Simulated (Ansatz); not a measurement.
# AsH3O2: taking an electron away

An exercise on one series of results from a longer session: the logs are not shown, and one member is left open.

Program: Ansatz 0.2.0, Gaussian basis. Level of theory: unrestricted cation, the program's frozen cores in correlated methods. These are calculated values, not measurements.

Levels to be run: UKS PBE-D4/def2-TZVPP; UKS r2SCAN-D4/def2-TZVPP; UKS PBE0-D4/def2-TZVPP; UKS B3LYP-D4/def2-TZVPP; UKS wB97X-V/def2-TZVPP; UKS wB97M-V/def2-TZVPP; UKS B2PLYP/def2-TZVPP; UHF-CCSD(T)/def2-TZVPP; UHF-MP2/def2-QZVPP; extrapolation to the limit; then −ε(HOMO) from the neutral's earlier runs with LDA (SPW92), PBE-D4, revPBE-D4, BLYP-D4, r2SCAN-D4, B97M-V, PBE0-D4, B3LYP-D4, r2SCANh-D4, r2SCAN0-D4, HSE06-D4, BHLYP-D4, CAM-B3LYP-D4, LC-ωPBE, ωB97X-V, ωB97M-V.

**Structure used throughout**

An earlier PBE0-D4 in a triple-zeta def2 set relaxation fixed the geometry.

SMILES `O[AsH]O`, 6 atoms, charge 0, spin multiplicity 1.

Atoms are counted from 1 here; the program's logs count them from 0.

Bond lengths: O1–As2 1.788 Å, O1–H4 0.961 Å, As2–O3 1.788 Å, As2–H5 1.523 Å, O3–H6 0.961 Å. Angles: As2–O1–H4 109.4°, O1–As2–O3 101.1°, O1–As2–H5 91.9°, O3–As2–H5 91.9°, As2–O3–H6 109.4°.

Coordinates:

```mol
AsH3O2
  3D, bonds by distance, orders not assigned

  6  5  0  0  0  0  0  0  0  0999 V2000
   -1.3478   -0.0473   -0.4755 O   0  0
    0.4108    0.2597   -0.5842 As  0  0
    0.9333   -0.1381    1.0794 O   0  0
   -1.5557   -0.8756   -0.9161 H   0  0
    0.2284    1.7296   -0.2307 H   0  0
    1.3732   -0.9923    1.0809 H   0  0
  1  2  8  0
  2  3  8  0
  1  4  8  0
  2  5  8  0
  3  6  8  0
M  END
```

The first run:

The input, in.yaml:

```yaml
crystal:
  periodic: [false, false, false]
  atoms:
    - {symbol: O, position_ang: [-1.347808, -0.047311, -0.475541]}
    - {symbol: As, position_ang: [0.410771, 0.259651, -0.584170]}
    - {symbol: O, position_ang: [0.933265, -0.138063, 1.079377]}
    - {symbol: H, position_ang: [-1.555732, -0.875551, -0.916064]}
    - {symbol: H, position_ang: [0.228372, 1.729563, -0.230668]}
    - {symbol: H, position_ang: [1.373233, -0.992288, 1.080866]}
basis:
  gaussian: {orbitals: def2-TZVPP}
total_charge: 1
magnetization: {spin_polarized: true, initial_magnetization: 1}
hamiltonian: {xc: pbe, dispersion: d4}
```

Launch:

```bash
> ansatz run in.yaml --threads 2 --pin off --events-out ev --progress --plain --max-ram 4352MiB
```

Among the steps run: Cation, UKS PBE-D4/def2-TZVPP; Cation, UKS r2SCAN-D4/def2-TZVPP; Cation, UKS PBE0-D4/def2-TZVPP; Cation, UKS B3LYP-D4/def2-TZVPP; Cation, UKS wB97X-V/def2-TZVPP; Cation, UKS wB97M-V/def2-TZVPP; Cation, UKS B2PLYP (frozen core)/def2-TZVPP; Cation, UHF-CCSD(T)/def2-TZVPP; Cation, UHF-MP2/def2-QZVPP.

One table of the session follows, with a row left open; its other results are not shown here.

Orbital estimates, from the neutral's runs:

```
  functional  −ε(HOMO) (eV)
 LDA (SPW92)           6.26
      PBE-D4           6.12
   revPBE-D4           6.06
     BLYP-D4           6.03
   r2SCAN-D4           6.41
      B97M-V           6.48
     PBE0-D4           7.38
    B3LYP-D4           7.20
  r2SCANh-D4           6.88
  r2SCAN0-D4              ?
    HSE06-D4           6.98
    BHLYP-D4           8.57
CAM-B3LYP-D4           8.76
     LC-ωPBE          10.05
     ωB97X-V           9.71
     ωB97M-V           9.60
```

**Question.** Estimate the row for r2SCAN0-D4.

Worked estimate for «−ε(HOMO) (eV)». Against the share of exact exchange, r2SCAN-D4 (0, 6.41), r2SCANh-D4 (0.1, 6.88) give a slope of 4.70 per unit share; at 0.25 the line stands at 7.58.

**Answer.** −ε(HOMO) (eV): 7.58. In «−ε(HOMO) (eV)» the line misses by 0.00.
